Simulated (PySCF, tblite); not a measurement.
**BH₈NO₃Si₂, a small molecule taken as a stand-in for a surface group (silicon nitride N site): NMR shifts, core binding energies and electronic excitations**

Wanted: the NMR shifts, core binding energies and electronic excitations for `OB(O)ON([SiH3])[SiH3]`.

Computed with tblite 0.8.0 and PySCF 2.14.0; each step states its level. No surroundings beyond the atoms listed, unless a continuum is named. Atoms count from 0, parts from 1.

## Step 1: The system as given

15 atoms, charge 0, multiplicity 1; geometry: distance geometry start.

## Step 2: Relaxing the cluster with GFN2-xTB

What the job is given:

```
{"job": {"kind": "relax", "xc": "GFN2-xTB", "basis": "xTB"}, "charge": 0, "multiplicity": 1}
Si    -0.806013     1.165229     0.857697
N     -0.613537     0.084126    -0.488924
Si    -1.808347    -1.168958    -0.606481
O      0.527454    -0.086653    -1.080985
B      1.735561    -0.145934    -0.243462
O      2.108166     0.979662     0.651607
O      2.848177    -0.874874    -0.812570
H     -2.109374     0.812698     1.479819
H      0.164303     1.070264     1.935995
H     -0.982886     2.556607     0.363068
H     -1.892621    -1.978242     0.643091
H     -1.714655    -2.049677    -1.795179
H     -3.135815    -0.511181    -0.712342
H      2.597197     0.632697     1.450254
H      3.101241    -0.436951    -1.684619
```

Level: GFN2-xTB geometry optimisation, gas phase.

Command:

```sh
> OMP_NUM_THREADS=1 python cluster_run.py task.json out
```

The driver reads the jobs from task.json and runs them one after another.

Standard output:

```text
step      E/eV     max force
  0    -651.70001    6.808
  1    -652.57096    2.401
  2    -652.85843    1.442
  3    -652.96978    1.005
  4    -653.03628    0.950
  5    -653.11987    0.828
  6    -653.17977    1.071
  7    -653.25626    1.037
  8    -653.34071    0.941
  9    -653.42108    0.858
 10    -653.50464    1.061
 11    -653.57421    1.071
 12    -653.58867    1.218
 13    -653.62209    1.421
 14    -653.65682    0.626
 15    -653.67387    0.322
 16    -653.70314    0.485
 17    -653.72564    0.517
 18    -653.74786    0.400
 19    -653.76573    0.320
 20    -653.78170    0.442
 21    -653.79514    0.337
 22    -653.80743    0.306
 23    -653.81788    0.329
 24    -653.82898    0.450
 25    -653.83857    0.418
 26    -653.84738    0.325
 27    -653.85539    0.270
 28    -653.86262    0.256
 29    -653.87010    0.273
 30    -653.87850    0.288
 31    -653.88657    0.266
 32    -653.89238    0.193
 33    -653.89599    0.156
 34    -653.89928    0.175
 35    -653.90319    0.142
 36    -653.90701    0.127
 37    -653.91005    0.129
 38    -653.91265    0.119
 39    -653.91579    0.138
 40    -653.91894    0.136
 41    -653.92142    0.132
 42    -653.92338    0.129
 43    -653.92567    0.131
 44    -653.92850    0.137
 45    -653.93181    0.131
 46    -653.93442    0.106
 47    -653.93614    0.092
 48    -653.93776    0.095
 49    -653.94016    0.149
 50    -653.94311    0.154
 51    -653.94608    0.135
 52    -653.94848    0.144
 53    -653.95043    0.117
 54    -653.95277    0.165
 55    -653.95569    0.157
 56    -653.95857    0.131
 57    -653.96076    0.104
 58    -653.96218    0.082
 59    -653.96298    0.066
 60    -653.96350    0.060
 61    -653.96404    0.059
 62    -653.96471    0.075
 63    -653.96546    0.089
 64    -653.96610    0.065
 65    -653.96651    0.059
 66    -653.96681    0.049
 67    -653.96715    0.058
 68    -653.96761    0.058
 69    -653.96823    0.057
 70    -653.96896    0.072
 71    -653.96966    0.069
 72    -653.97025    0.057
 73    -653.97078    0.043
 74    -653.97129    0.053
 75    -653.97191    0.073
 76    -653.97280    0.093
 77    -653.97436    0.128
 78    -653.97665    0.151
 79    -653.97937    0.134
 80    -653.98136    0.100
 81    -653.98268    0.118
 82    -653.98368    0.083
 83    -653.98466    0.082
 84    -653.98633    0.084
 85    -653.98755    0.087
 86    -653.98854    0.081
 87    -653.98941    0.061
 88    -653.99027    0.053
 89    -653.99101    0.058
 90    -653.99156    0.075
 91    -653.99209    0.074
 92    -653.99258    0.058
 93    -653.99309    0.050
 94    -653.99345    0.042
 95    -653.99379    0.047
 96    -653.99413    0.047
 97    -653.99454    0.055
 98    -653.99497    0.053
 99    -653.99533    0.035
100    -653.99553    0.026
101    -653.99564    0.022
102    -653.99575    0.031
103    -653.99590    0.031
104    -653.99610    0.040
105    -653.99630    0.043
106    -653.99644    0.028
107    -653.99652    0.025
108    -653.99659    0.024
109    -653.99667    0.026
110    -653.99677    0.026
111    -653.99686    0.026
112    -653.99695    0.026
113    -653.99704    0.035
114    -653.99715    0.041
115    -653.99726    0.032
116    -653.99735    0.022
117    -653.99742    0.024
118    -653.99752    0.037
119    -653.99766    0.058
120    -653.99782    0.065
121    -653.99799    0.053
122    -653.99815    0.045
123    -653.99834    0.053
124    -653.99856    0.044
125    -653.99877    0.042
126    -653.99893    0.030
127    -653.99903    0.029
128    -653.99912    0.027
129    -653.99921    0.033
130    -653.99929    0.031
131    -653.99936    0.022
132    -653.99942    0.021
133    -653.99950    0.027
134    -653.99959    0.028
135    -653.99967    0.020
136    -653.99974    0.022
137    -653.99979    0.020
138    -653.99985    0.022
139    -653.99990    0.016
140    -653.99994    0.018
141    -653.99999    0.020
142    -654.00007    0.031
143    -654.00016    0.034
144    -654.00025    0.022
145    -654.00031    0.017
146    -654.00037    0.025
147    -654.00045    0.044
148    -654.00060    0.060
149    -654.00084    0.057
150    -654.00112    0.037
151    -654.00138    0.054
152    -654.00164    0.069
153    -654.00196    0.090
154    -654.00241    0.087
155    -654.00276    0.057
156    -654.00301    0.046
157    -654.00317    0.041
158    -654.00341    0.040
159    -654.00353    0.034
160    -654.00364    0.024
161    -654.00373    0.022
162    -654.00380    0.018
163    -654.00385    0.017
164    -654.00388    0.013
165    -654.00391    0.013
166    -654.00394    0.011
167    -654.00396    0.012
168    -654.00397    0.011
169    -654.00398    0.009
170    -654.00399    0.009
171    -654.00400    0.011
172    -654.00401    0.009
173    -654.00401    0.007
```

Run time: 3.3 s. Hardware: 1 thread of Intel Xeon 6975P-C, shared host.

Step by step:

```csv
step,energy from step 0 (eV),largest force (eV/Å)
0,0.0000,6.8073
7,-1.5562,1.0368
14,-1.9568,0.6262
21,-2.0951,0.3378
28,-2.1626,0.2564
35,-2.2032,0.1420
42,-2.2234,0.1296
49,-2.2401,0.1493
56,-2.2586,0.1307
63,-2.2654,0.0887
70,-2.2690,0.0721
77,-2.2744,0.1278
84,-2.2863,0.0837
91,-2.2921,0.0741
98,-2.2950,0.0521
105,-2.2963,0.0424
112,-2.2969,0.0255
119,-2.2976,0.0572
126,-2.2989,0.0296
133,-2.2995,0.0271
140,-2.2999,0.0175
147,-2.3004,0.0433
154,-2.3024,0.0875
161,-2.3037,0.0223
168,-2.3040,0.0107
173,-2.3040,0.0070
```

Distances of close pairs at the start and the end, largest changes first:

| bond | before (Å) | after (Å) | change (Å) |
| --- | --- | --- | --- |
| N1–O3 | 1.297 | 1.434 | +0.137 |
| B4–O5 | 1.486 | 1.357 | -0.128 |
| O3–B4 | 1.471 | 1.354 | -0.117 |
| B4–O6 | 1.447 | 1.361 | -0.086 |
| O6–H14 | 1.008 | 0.956 | -0.052 |
| O5–H13 | 0.999 | 0.957 | -0.042 |
| Si2–H12 | 1.485 | 1.459 | -0.027 |
| Si0–H9 | 1.487 | 1.461 | -0.026 |

## Step 3: Geometry optimisation at PBE0-D3(BJ)/def2-SVP

What the job is given:

```
{"job": {"xc": "PBE0", "basis": "def2-SVP", "d3": "d3bj", "grid": 2, "kind": "geom", "shake": 0.01}, "charge": 0, "multiplicity": 1}
Si    -0.815546     1.408894     0.799472
N     -0.776536     0.120614    -0.349910
Si    -1.693794    -1.356757    -0.450519
O      0.509291    -0.102957    -1.020528
B      1.622926    -0.060730    -0.314397
O      1.624882     0.258890     1.015575
O      2.805481    -0.304900    -0.952334
H     -2.232548     1.818200     0.689332
H     -0.523758     1.089761     2.200859
H      0.031480     2.480110     0.276441
H     -1.032279    -2.423724     0.343001
H     -1.683607    -1.723321    -1.851443
H     -3.016103    -1.012008     0.087188
H      2.480868     0.298840     1.423109
H      2.688317    -0.516283    -1.881175
```

Standard output:

```text
step   0  E = -888.19057650  max force = 0.054763
step   1  E = -888.19895744  max force = 0.006714
step   2  E = -888.19914169  max force = 0.003934
step   3  E = -888.19946065  max force = 0.002537
step   4  E = -888.19967217  max force = 0.002409
step   5  E = -888.19982505  max force = 0.002584
step   6  E = -888.19990984  max force = 0.001059
step   7  E = -888.19995547  max force = 0.000603
step   8  E = -888.19997814  max force = 0.001114
step   9  E = -888.19999379  max force = 0.000974
step  10  E = -888.20000725  max force = 0.000431
optimisation converged
```

Wall time 99 s (1 thread of Intel Xeon 6975P-C, shared host); peak memory 0.77 GiB.

The steps of the relaxation:

```
step  energy from step 0 (eV)  largest force component (eV/Å)
   0                   0.0000                          2.8160
   1                  -0.2281                          0.3452
   2                  -0.2331                          0.2023
   3                  -0.2418                          0.1305
   4                  -0.2475                          0.1239
   5                  -0.2517                          0.1329
   6                  -0.2540                          0.0545
   7                  -0.2552                          0.0310
   8                  -0.2558                          0.0573
   9                  -0.2563                          0.0501
  10                  -0.2566                          0.0222
```

Distances of close pairs at the start and the end, largest changes first:

```csv
bond,before (Å),after (Å),change (Å)
O3–B4,1.319,1.375,+0.056
N1–O3,1.467,1.416,-0.052
Si2–H11,1.448,1.494,+0.046
Si0–N1,1.727,1.760,+0.033
Si0–H9,1.462,1.491,+0.029
Si0–H8,1.467,1.493,+0.026
Si2–H12,1.468,1.492,+0.024
Si0–H7,1.479,1.495,+0.016
```

The end geometry stands in the next job.

```
                         at the end point                value
  point group (found at 0.08 Å tolerance)                   C1
rotational constants (GHz, main isotopes)  2.285, 1.266, 0.943
                        dipole moment (D)                 1.21
```

## Step 4: NMR shieldings: PBE0/pcSseg-1

What the job is given:

```
{"job": {"kind": "nmr", "xc": "PBE0", "basis": "pcSseg-1"}, "charge": 0, "multiplicity": 1}
Si    -0.922430     1.506585     0.710252
N     -0.663179     0.059586    -0.256724
Si    -1.658788    -1.362656    -0.460758
O      0.556875    -0.071377    -0.962616
B      1.719758    -0.117575    -0.229979
O      1.685526     0.052462     1.114581
O      2.890640    -0.291242    -0.899583
H     -2.375138     1.833545     0.581373
H     -0.614984     1.377245     2.165368
H     -0.082612     2.585471     0.114556
H     -0.981988    -2.583101     0.076737
H     -1.975709    -1.604444    -1.900627
H     -2.907188    -1.083827     0.307562
H      2.565890     0.053975     1.502088
H      2.752068    -0.380444    -1.848179
```

With the program's defaults for keys left out, this is: GIAO PBE0/pcSseg-1 NMR shielding, non-relativistic, gas phase.

Standard output:

```text
coarse grid: 13616 points
cycle   1  E = -888.3454195565  dE =  7.167e-01  |g| = 9.055e-01  |ddm| = 3.437e+00
cycle   2  E = -888.2464530968  dE =  9.897e-02  |g| = 1.187e+00  |ddm| = 1.173e+00
cycle   3  E = -888.4882504763  dE = -2.418e-01  |g| = 6.161e-02  |ddm| = 6.959e-01
cycle   4  E = -888.4888032431  dE = -5.528e-04  |g| = 2.493e-02  |ddm| = 4.773e-02
cycle   5  E = -888.4888932937  dE = -9.005e-05  |g| = 1.288e-02  |ddm| = 2.504e-02
cycle   6  E = -888.4889248616  dE = -3.157e-05  |g| = 1.528e-03  |ddm| = 9.060e-03
cycle   7  E = -888.4889252325  dE = -3.709e-07  |g| = 6.567e-04  |ddm| = 1.495e-03
final grid: 122656 points
cycle   8  E = -888.5536863985  dE = -2.827e-05  |g| = 8.783e-03  |ddm| = 1.618e-02
cycle   9  E = -888.5536689415  dE =  1.746e-05  |g| = 1.323e-02  |ddm| = 1.195e-02
cycle  10  E = -888.5536994650  dE = -3.052e-05  |g| = 9.967e-04  |ddm| = 7.602e-03
cycle  11  E = -888.5536996444  dE = -1.795e-07  |g| = 3.103e-04  |ddm| = 8.094e-04
cycle  12  E = -888.5536996601  dE = -1.570e-08  |g| = 7.307e-05  |ddm| = 1.886e-04
cycle  13  E = -888.5536996611  dE = -9.909e-10  |g| = 2.241e-05  |ddm| = 6.294e-05
converged SCF energy = -888.5536996611

GIAO shielding tensors (ppm)
atom      isotropic    diamagn.    paramagn.     s11        s22        s33       span
  0 Si     393.762     879.089    -485.327    346.720    365.268    469.299    122.580
  1 N      147.871     322.219    -174.348     45.591     98.805    299.217    253.627
  2 Si     401.409     879.356    -477.946    345.959    388.600    469.670    123.711
  3 O      199.344     392.692    -193.348    157.876    195.442    244.714     86.838
  4 B       79.977     197.825    -117.848     74.589     80.701     84.641     10.051
  5 O      250.979     389.447    -138.468    187.007    277.664    288.267    101.260
  6 O      253.368     386.682    -133.313    183.670    276.392    300.042    116.372
  7 H       26.526      28.712      -2.186     22.812     25.269     31.498      8.686
  8 H       26.243      28.921      -2.678     22.556     25.125     31.047      8.491
  9 H       26.536      29.082      -2.546     23.874     24.695     31.040      7.165
 10 H       26.557      28.988      -2.431     22.764     25.492     31.417      8.653
 11 H       26.441      28.547      -2.106     22.913     24.613     31.798      8.886
 12 H       26.635      28.795      -2.160     23.247     25.450     31.209      7.963
 13 H       28.017      29.982      -1.965     21.123     23.673     39.255     18.132
 14 H       28.235      32.009      -3.774     21.029     25.123     38.553     17.524
```

Wall time 17 s (1 thread of Intel Xeon 6975P-C, shared host); peak memory 0.93 GiB.

The references, computed at this level on geometries of the same kind, shield at (ppm): 1H TMS 31.27, 29Si TMS 352.0, 15N NH3 265.7, 17O H2O 334.6, 11B BF3·OEt2 100.7. Their shielding less the atom's gives the shift. The references are single molecules in the gas phase, so shifts against H2O, NH3, PH3, H3PO4 or CFCl3 are not on the usual liquid scales and can be off by tens of ppm.

```
atoms                        environment  σ (ppm)  δ (ppm)
   H8  hydrogen on a silicon bonded to N    26.24     5.02
  H11  hydrogen on a silicon bonded to N    26.44     4.83
   H7  hydrogen on a silicon bonded to N    26.53     4.74
   H9  hydrogen on a silicon bonded to N    26.54     4.73
  H10  hydrogen on a silicon bonded to N    26.56     4.71
  H12  hydrogen on a silicon bonded to N    26.64     4.63
  H13  hydrogen on an oxygen bonded to B    28.02     3.25
  H14  hydrogen on an oxygen bonded to B    28.23     3.03
  Si0           silicon bonded to N, 3 H    393.8    -41.8
  Si2           silicon bonded to N, 3 H    401.4    -49.4
   N1         nitrogen bonded to O, 2 Si    147.9    117.8
   O3              oxygen bonded to B, N    199.3    135.2
   O5              oxygen bonded to B, H    251.0     83.6
   O6              oxygen bonded to B, H    253.4     81.2
   B4                boron bonded to 3 O     80.0     20.8
```

Charges from the same density, by scheme (e):

```
atoms  Mulliken    IAO  Hirshfeld  ESP fit
  Si0      0.63   0.72       0.33     0.39
   N1     -0.60  -0.59      -0.20    -0.20
  Si2      0.66   0.73       0.34     0.43
   O3     -0.40  -0.35      -0.15    -0.46
   B4      0.63   0.62       0.28     0.90
   O5     -0.43  -0.56      -0.24    -0.72
   O6     -0.42  -0.57      -0.27    -0.75
```

Mayer bond orders: Si0–N1 0.87, N1–Si2 0.90, N1–O3 0.85, O3–B4 1.06, B4–O5 1.17, B4–O6 1.21.

(Part 1 of 2 ends here.)
